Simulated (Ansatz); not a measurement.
# GaH₃OS₂: up Jacob's ladder to CCSD(T)

The task here is to estimate one member of a computed series from the others.

Method: functionals in def2-TZVPP, the program's frozen cores in correlated methods; program: Ansatz 0.2.0, Gaussian basis.

Levels to be run: LDA (SPW92), PBE-D4, revPBE-D4, BLYP-D4, r2SCAN-D4, B97M-V, PBE0-D4, B3LYP-D4, r2SCANh-D4, r2SCAN0-D4, HSE06-D4, BHLYP-D4, CAM-B3LYP-D4, LC-ωPBE, ωB97X-V, ωB97M-V, B2PLYP, PBE-QIDH; CCSD(T)/def2-SVP; CCSD(T)/def2-TZVPP; MP2/def2-QZVPP; extrapolation to the limit; RPA on PBE.

### The relaxed structure

All runs share one geometry, relaxed beforehand with PBE0-D4 in a triple-zeta def2 set.

SMILES `[OH][Ga]([SH])[SH]`, 7 atoms, charge 0, spin multiplicity 1.

Atoms are counted from 1 here; the program's logs count them from 0.

Bond lengths: O1–Ga2 1.782 Å, O1–H5 0.959 Å, Ga2–S3 2.184 Å, Ga2–S4 2.196 Å, S3–H6 1.345 Å, S4–H7 1.344 Å. Angles: Ga2–O1–H5 114.8°, O1–Ga2–S3 116.0°, O1–Ga2–S4 123.1°, S3–Ga2–S4 120.9°, Ga2–S3–H6 91.7°, Ga2–S4–H7 93.7°.

The first run:

The input, in.yaml:

```yaml
crystal:
  periodic: [false, false, false]
  atoms:
    - {symbol: O, position_ang: [-1.345900, 0.632066, 0.190227]}
    - {symbol: Ga, position_ang: [0.263839, -0.126032, 0.092949]}
    - {symbol: S, position_ang: [1.250549, -0.524631, 2.000490]}
    - {symbol: S, position_ang: [1.232644, -0.644579, -1.808517]}
    - {symbol: H, position_ang: [-1.765798, 0.796435, -0.656453]}
    - {symbol: H, position_ang: [0.211963, -0.018272, 2.688661]}
    - {symbol: H, position_ang: [0.213903, -0.182887, -2.553056]}
basis:
  gaussian: {orbitals: def2-TZVPP}
hamiltonian: {xc: lda}
output: {orbitals: {seedname: orbitals}}
```

Steps of the session up to this table: LDA; PBE-D4 (GGA); revPBE-D4 (GGA); BLYP-D4 (GGA); r2SCAN-D4 (meta-GGA); B97M-V (meta-GGA); PBE0-D4 (hybrid); B3LYP-D4 (hybrid); r2SCANh-D4 (hybrid); r2SCAN0-D4 (hybrid); HSE06-D4 (hybrid); BHLYP-D4 (hybrid); CAM-B3LYP-D4 (range-separated); LC-ωPBE-D4 (range-separated; the results give it without D4); ωB97X-V (range-separated); ωB97M-V (range-separated); B2PLYP (double hybrid); PBE-QIDH (double hybrid).

One table of the session follows, with a row left open; its other results are not shown here.

It belongs to the step «Orbital energies across the functionals». 

```
  functional  HOMO (eV)  gap (eV)
 LDA (SPW92)      -6.57      4.52
      PBE-D4      -6.43      4.66
   revPBE-D4      -6.38      4.73
     BLYP-D4      -6.25      4.52
   r2SCAN-D4          ?         ?
      B97M-V      -6.78      5.24
     PBE0-D4      -7.67      6.80
    B3LYP-D4      -7.40      6.21
  r2SCANh-D4      -7.18      6.04
  r2SCAN0-D4      -7.86      7.18
    HSE06-D4      -7.26      6.03
    BHLYP-D4      -8.72      8.70
CAM-B3LYP-D4      -8.96      9.02
     LC-ωPBE     -10.40     11.74
     ωB97X-V     -10.01     11.18
     ωB97M-V      -9.83     10.76
```

Q: Estimate the row for r2SCAN-D4 from the others.

Worked estimate for «HOMO (eV)». Against the share of exact exchange, r2SCANh-D4 (0.1, -7.18), r2SCAN0-D4 (0.25, -7.86) give a slope of -4.53 per unit share; at 0 the line stands at -6.73.

As computed: HOMO (eV): -6.74; gap (eV): 5.27. In «HOMO (eV)» the line misses by +0.01.
